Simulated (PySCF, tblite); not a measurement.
**C₆H₁₀FS radical: geometry, infrared bands and EPR parameters**

Wanted: the infrared bands and EPR parameters of C₆H₁₀FS radical (`FC[CH][C@H]1CCSC1`), by calculation.

The runs use tblite 0.8.0 and PySCF 2.14.0, with density-fitted response routines of our own; the level of theory stands in each step. All values are computed, except where a source is named. Atoms count from 0, in the outputs and in this text.

### Step 1. The molecule as given

18 atoms, charge 0, multiplicity 2; geometry from: force field or distance geometry start.

Bonds of the start (Å): F0–C1 1.38, C1–C2 1.49, C2–C3 1.50, C3–C4 1.52, C4–C5 1.53, C5–S6 1.83, S6–C7 1.84, C7–C3 1.54, C1–H8 1.13, C1–H9 1.12, C2–H10 1.13, C3–H11 1.10, C4–H12 1.11, C4–H13 1.10, C5–H14 1.08, C5–H15 1.11, C7–H16 1.11, C7–H17 1.08.

### Step 2. Relaxing the molecule with GFN2-xTB

What the job is given:

```
{"job": {"kind": "relax", "xc": "GFN2-xTB", "basis": "xTB"}, "charge": 0, "multiplicity": 2}
F      2.849000    -1.284700    -0.126600
C      2.522800     0.039700    -0.304300
C      1.275000     0.210900    -1.102800
C      0.038700     0.259900    -0.254400
C     -1.231700     0.432400    -1.072100
C     -2.288800     0.743600    -0.008800
S     -1.890300    -0.625000     1.139900
C     -0.280300    -1.102500     0.392700
H      2.443300     0.544600     0.702500
H      3.323600     0.582500    -0.864300
H      1.107900    -0.655200    -1.810300
H      0.043900     1.008000     0.552300
H     -1.475600    -0.551700    -1.527600
H     -1.075300     1.247500    -1.788300
H     -3.304900     0.718000    -0.386700
H     -1.995300     1.700300     0.481200
H     -0.523400    -1.828800    -0.413800
H      0.452900    -1.433300     1.114900
```

Launch:

```bash
$ OMP_NUM_THREADS=1 python probes_run.py task.json out
```

One launch serves the whole session: the jobs run in the order shown.

**Question.** This job is followed by: GFN2-xTB harmonic vibrations, gas phase; UKS B3LYP, pcH-1 on C F H S, non-relativistic, mean-field spin-orbit, GIAO. Predict these results of the whole session: strongest single infrared mode (GFN2-xTB); zero-point energy (GFN2-xTB); g(iso) (B3LYP); ⟨S²⟩; largest a(iso); surface potential, 1st and 99th percentile.

**Answer**, as computed:

```
                                 quantity                 value
strongest single infrared mode (GFN2-xTB)   891 cm⁻¹, 82 km/mol
             zero-point energy (GFN2-xTB)         90.8 kcal/mol
                           g(iso) (B3LYP)               2.00255
                                     ⟨S²⟩    0.754 (exact 0.75)
                           largest a(iso)  19F on F0, 278.2 MHz
    surface potential, 1st and 99th percentile    -1.12 V and 0.99 V
```

In words: The optimisation took 85 steps and gained 0.961 eV; among the close pairs (by a distance rule), C2–H10 changed most, from 1.131 to 1.078 Å. All 48 modes are real, so the xTB geometry is a minimum. The strongest single mode, at 891 cm⁻¹, moves mainly C1 and F0. Unscaled tight-binding wavenumbers are off by several per cent, some by more. Its intensities can rank the bands wrongly. C2 carries the largest spin population, 1.00 e. The isotropic g lies 0.2 ppt above the free-electron value.
